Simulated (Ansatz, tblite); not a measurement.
# The cluster AlSi₆: a ladder of methods and basis sets

Aim: run the doublet of the cluster AlSi₆ at one geometry on many levels, and compare frontier levels, spin and run time.

Method: as each input shows; program: Ansatz 0.2.0, Gaussian basis.

The runs, in order: GFN1-xTB, GFN2-xTB, PBE-D4/def2-TZVP, r2SCAN-D4/def2-TZVP, revPBE-D4/def2-TZVP, r2SCANh-D4/def2-TZVP, ωB97X-V/def2-TZVP, PBE-D4/def2-SVP, PBE0-D4/def2-SVP, HF/STO-3G, CCSD(T)/def2-SVP, MP2/def2-TZVP.

3 further runs of the same task are left out: 1 that didn't finish, 2 set aside as unsound or not needed.

## 1. The structure

The geometry is that of the doublet, from an earlier relaxation (B3LYP-D4/def2-SVP). At that level it is the lowest of the isomers that a small search found.

7 atoms, charge 0, spin multiplicity 2.

Bond lengths: Al1–Si4 2.428 Å, Al1–Si5 2.428 Å, Si2–Si3 2.354 Å, Si2–Si6 2.354 Å, Si2–Si7 2.569 Å, Si3–Si4 2.279 Å, Si5–Si6 2.279 Å. Angles: Si4–Al1–Si5 131.6°, Si3–Si2–Si6 77.7°, Si3–Si2–Si7 66.8°, Si6–Si2–Si7 66.8°, Si2–Si3–Si4 129.5°, Al1–Si4–Si3 76.6°, Al1–Si5–Si6 76.6°, Si2–Si6–Si5 129.4°.

PBE0-D4/def2-TZVP was run before; its log isn't repeated, and its numbers join the tables.

## 2. GFN1-xTB

Tight binding, by tblite at 300 K electronic temperature and without a spin-polarisation term:

```python
tblite.interface.Calculator('GFN1-xTB', numbers, positions, charge=0, uhf=1).singlepoint()
```

Energy -325.1652 eV; 0.033 s.

## 3. GFN2-xTB

Tight binding, by tblite at 300 K electronic temperature and without a spin-polarisation term:

```python
tblite.interface.Calculator('GFN2-xTB', numbers, positions, charge=0, uhf=1).singlepoint()
```

Energy -301.2334 eV; 0.05 s.

## 4. PBE-D4/def2-TZVP

start.molden holds the orbitals of an earlier run on this state, given as this run's starting guess.

Contents of in.yaml:

```yaml
crystal:
  periodic: [false, false, false]
  atoms:
    - {symbol: Al, position_ang: [-1.475138, 0.696604, 0.867647]}
    - {symbol: Si, position_ang: [1.528846, -0.822059, -1.634644]}
    - {symbol: Si, position_ang: [-0.592264, -1.486338, -0.858129]}
    - {symbol: Si, position_ang: [-1.352225, -1.693255, 1.279998]}
    - {symbol: Si, position_ang: [0.249848, 2.398970, 0.717254]}
    - {symbol: Si, position_ang: [0.473876, 1.243957, -1.234230]}
    - {symbol: Si, position_ang: [1.167067, -0.337879, 0.862093]}
basis:
  gaussian: {orbitals: def2-TZVP, initial_orbitals: start.molden}
magnetization: {spin_polarized: true, initial_magnetization: 1}
hamiltonian: {xc: pbe, dispersion: d4}
scf: {omitted_lower_state_checks: [starts]}
output: {forces: true, orbitals: {seedname: orbitals}}
```

Run with:

```bash
$ ansatz run in.yaml --threads 4 --pin off --events-out ev --progress --plain --max-ram 4787MiB
```

The runs that follow: r2SCAN-D4/def2-TZVP; revPBE-D4/def2-TZVP; r2SCANh-D4/def2-TZVP; ωB97X-V/def2-TZVP; PBE-D4/def2-SVP; PBE0-D4/def2-SVP; HF/STO-3G; CCSD(T)/def2-SVP; MP2/def2-TZVP.

Q: Predict the results of all the runs planned. Wanted: gap in def2-TZVP, named functionals, smallest and largest; correlation energy, CCSD(T)/def2-SVP; correlation energy, MP2/def2-TZVP; binding an atom, CCSD(T)/def2-SVP; ⟨S²⟩ in def2-TZVP, named functionals, smallest and largest; PBE0 total energy, smallest basis above largest.

The runs gave:

| quantity | value |
| --- | --- |
| gap in def2-TZVP, named functionals, smallest and largest | 0.59 eV (PBE-D4), 5.15 eV (ωB97X-V) |
| correlation energy, CCSD(T)/def2-SVP | -19.16 eV |
| correlation energy, MP2/def2-TZVP | -20.70 eV |
| binding an atom, CCSD(T)/def2-SVP | 2.735 eV |
| ⟨S²⟩ in def2-TZVP, named functionals, smallest and largest | 0.759, 0.775 |
| PBE0 total energy, smallest basis above largest | 18.61 eV (def2-SVP, def2-TZVP) |

In words: Over the named functionals in def2-TZVP the gap runs from 0.59 eV (PBE-D4) to 5.15 eV (ωB97X-V); exact exchange widens it. A small miss in a minimal or small basis is a cancelling of errors, not accuracy. The functionals in def2-TZVP miss CCSD(T)/def2-SVP by +0.329 (ωB97X-V) to +0.656 eV (PBE-D4) an atom. The yardstick is in a double-zeta basis, so levels in larger sets aren't compared like for like. The reference is CCSD(T) in one finite basis, so it carries an error of its own, often a tenth of an eV or more, and near misses can't be ranked. Over the named functionals in def2-TZVP spin contamination reaches 0.02 (r2SCANh-D4), which is small.
